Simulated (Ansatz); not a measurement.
# C₁₂H₁₂: up Jacob's ladder to CCSD(T)

The task here is to estimate one member of a computed series from the others.

Program: Ansatz 0.2.0, Gaussian basis. Level of theory: functionals in def2-TZVPP, the program's frozen cores in correlated methods. These are calculated values, not measurements.

The runs, in order: LDA (SPW92), PBE-D4, revPBE-D4, BLYP-D4, r2SCAN-D4, B97M-V, PBE0-D4, B3LYP-D4, r2SCANh-D4, r2SCAN0-D4, HSE06-D4, BHLYP-D4, CAM-B3LYP-D4, LC-ωPBE, ωB97X-V, ωB97M-V, B2PLYP, PBE-QIDH; CCSD(T)/def2-SVP; CCSD(T)/def2-TZVPP; MP2/def2-QZVPP; extrapolation to the limit; RPA on PBE.

## Structure used throughout

All runs share one geometry, relaxed beforehand with PBE0-D4 in a triple-zeta def2 set.

SMILES `Cc1cccc2cccc(C)c12`, 24 atoms, charge 0, spin multiplicity 1.

Atoms are counted from 1 here; the program's logs count them from 0.

Bond lengths: C1–C2 1.503 Å, C1–H13 1.091 Å, C1–H14 1.091 Å, C1–H15 1.091 Å, C2–C3 1.375 Å, C2–C12 1.435 Å, C3–C4 1.401 Å, C3–H16 1.085 Å, C4–C5 1.361 Å, C4–H17 1.084 Å, C5–C6 1.411 Å, C5–H18 1.085 Å, C6–C7 1.411 Å, C6–C12 1.433 Å, C7–C8 1.361 Å, C7–H19 1.085 Å, C8–C9 1.401 Å, C8–H20 1.084 Å and more. Angles: C2–C1–H13 112.5°, C2–C1–H14 109.2°, C2–C1–H15 112.7°, H13–C1–H14 107.3°, H13–C1–H15 107.5°, H14–C1–H15 107.4°, C1–C2–C3 116.0°, C1–C2–C12 124.8°, C3–C2–C12 119.2°, C2–C3–C4 123.0°, C2–C3–H16 118.3°, C4–C3–H16 118.7°, C3–C4–C5 119.1°, C3–C4–H17 119.9°, C5–C4–H17 120.9°, C4–C5–C6 120.6°, C4–C5–H18 121.0°, C6–C5–H18 118.3° and more.

Set-up of the first run:

in.yaml reads:

```yaml
crystal:
  periodic: [false, false, false]
  atoms:
    - {symbol: C, position_ang: [0.151988, -2.033088, -1.501211]}
    - {symbol: C, position_ang: [-0.381846, -1.310544, -0.295958]}
    - {symbol: C, position_ang: [-1.259456, -2.018284, 0.492004]}
    - {symbol: C, position_ang: [-1.840628, -1.489185, 1.651693]}
    - {symbol: C, position_ang: [-1.529720, -0.218585, 2.027811]}
    - {symbol: C, position_ang: [-0.636035, 0.559811, 1.261950]}
    - {symbol: C, position_ang: [-0.347433, 1.870808, 1.696825]}
    - {symbol: C, position_ang: [0.507493, 2.662563, 0.993422]}
    - {symbol: C, position_ang: [1.098648, 2.159824, -0.172927]}
    - {symbol: C, position_ang: [0.857680, 0.891733, -0.648170]}
    - {symbol: C, position_ang: [1.570845, 0.516702, -1.917198]}
    - {symbol: C, position_ang: [-0.036547, 0.032174, 0.072552]}
    - {symbol: H, position_ang: [1.236655, -2.146223, -1.473423]}
    - {symbol: H, position_ang: [-0.278062, -3.034529, -1.539164]}
    - {symbol: H, position_ang: [-0.102331, -1.534168, -2.437024]}
    - {symbol: H, position_ang: [-1.510288, -3.032331, 0.199442]}
    - {symbol: H, position_ang: [-2.526694, -2.091267, 2.236157]}
    - {symbol: H, position_ang: [-1.960379, 0.221576, 2.920669]}
    - {symbol: H, position_ang: [-0.823566, 2.228781, 2.603222]}
    - {symbol: H, position_ang: [0.732842, 3.670166, 1.323180]}
    - {symbol: H, position_ang: [1.777456, 2.797183, -0.729518]}
    - {symbol: H, position_ang: [2.232535, -0.340764, -1.789671]}
    - {symbol: H, position_ang: [0.881545, 0.281840, -2.729466]}
    - {symbol: H, position_ang: [2.185318, 1.355818, -2.245185]}
basis:
  gaussian: {orbitals: def2-TZVPP}
hamiltonian: {xc: lda}
output: {orbitals: {seedname: orbitals}}
```

Launch:

```bash
$ ansatz run in.yaml --threads 4 --pin off --events-out ev --progress --plain --max-ram 66560MiB --backend cuda --devices 0, --max-vram 37GiB
```

Among the steps run: LDA; PBE-D4 (GGA); revPBE-D4 (GGA); BLYP-D4 (GGA); r2SCAN-D4 (meta-GGA); B97M-V (meta-GGA); PBE0-D4 (hybrid); B3LYP-D4 (hybrid); r2SCANh-D4 (hybrid); r2SCAN0-D4 (hybrid); HSE06-D4 (hybrid); BHLYP-D4 (hybrid); CAM-B3LYP-D4 (range-separated); LC-ωPBE (range-separated); ωB97X-V (range-separated); ωB97M-V (range-separated); B2PLYP (double hybrid); PBE-QIDH (double hybrid).

One of the session's tables, all rows but one given; the rest of the session is left out.

It belongs to the step «Frontier levels by functional». 

| functional | HOMO (eV) | gap (eV) |
| --- | --- | --- |
| LDA (SPW92) | -5.35 | 3.31 |
| PBE-D4 | ? | ? |
| revPBE-D4 | -5.08 | 3.36 |
| BLYP-D4 | -4.96 | 3.33 |
| r2SCAN-D4 | -5.27 | 3.59 |
| B97M-V | -5.24 | 3.65 |
| PBE0-D4 | -5.99 | 5.00 |
| B3LYP-D4 | -5.80 | 4.66 |
| r2SCANh-D4 | -5.59 | 4.22 |
| r2SCAN0-D4 | -6.08 | 5.16 |
| HSE06-D4 | -5.62 | 4.26 |
| BHLYP-D4 | -6.66 | 6.66 |
| CAM-B3LYP-D4 | -7.08 | 7.12 |
| LC-ωPBE | -8.27 | 9.23 |
| ωB97X-V | -7.95 | 8.92 |
| ωB97M-V | -7.90 | 8.80 |

Q: Estimate the row for PBE-D4 from the others.

**Answer.** HOMO (eV): -5.15; gap (eV): 3.34. In the column «HOMO (eV)» it lies between B97M-V (-5.24) and revPBE-D4 (-5.08).
